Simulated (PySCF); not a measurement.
# CeF2 (Ce(F)22+): the cost of one run

Method: PBE0, Ce def2-SVP with ECP28, F def2-SVP; scalar-relativistic core potentials, no spin–orbit coupling; program: PySCF 2.14.0.

1 further run of the same task is left out (for a known fault of the program).

## (1) The starting structure

3 atoms, charge 2, spin multiplicity 1.

Bond lengths: Ce1–F2 2.053 Å, Ce1–F3 2.053 Å. Angles: F2–Ce1–F3 131.8°.

As a file:

```xyz
3
charge 2, multiplicity 1
Ce    0.00000    0.00000    0.00000
F     1.87410    0.00000    0.83870
F    -1.87410    0.00000    0.83870
```

Formal oxidation states: Ce +4.

## (2) SCF at the start, singlet

The input, run.py (the lines that set the calculation):

```python
mol = gto.M(atom='''
Ce     0.00000     0.00000     0.00000
F      1.87410     0.00000     0.83870
F     -1.87410     0.00000     0.83870''',
    basis={'Ce': 'def2-SVP', 'F': 'def2-SVP'},
    ecp={'Ce': 'def2-SVP'},
    charge=2, spin=0)
mf = dft.RKS(mol, xc='PBE0')
mf.grids.atom_grid = (50, 194)  # f atoms: unpruned, at least (60, 302)
mf = mf.density_fit()  # fitting sets: Ce def2-universal-JKFIT, F def2-universal-JKFIT
mf.conv_tol = 1e-08; mf.max_cycle = 55
mf.kernel(dm0)  # dm0: free metal ions and neutral atoms
```

On the command line:

```console
$ OMP_NUM_THREADS=2 python run.py
```

What time and memory should one allow on 2 threads of Arm Neoverse V2, shared host?

About 6.2 s, with a peak of 0.41 GiB.
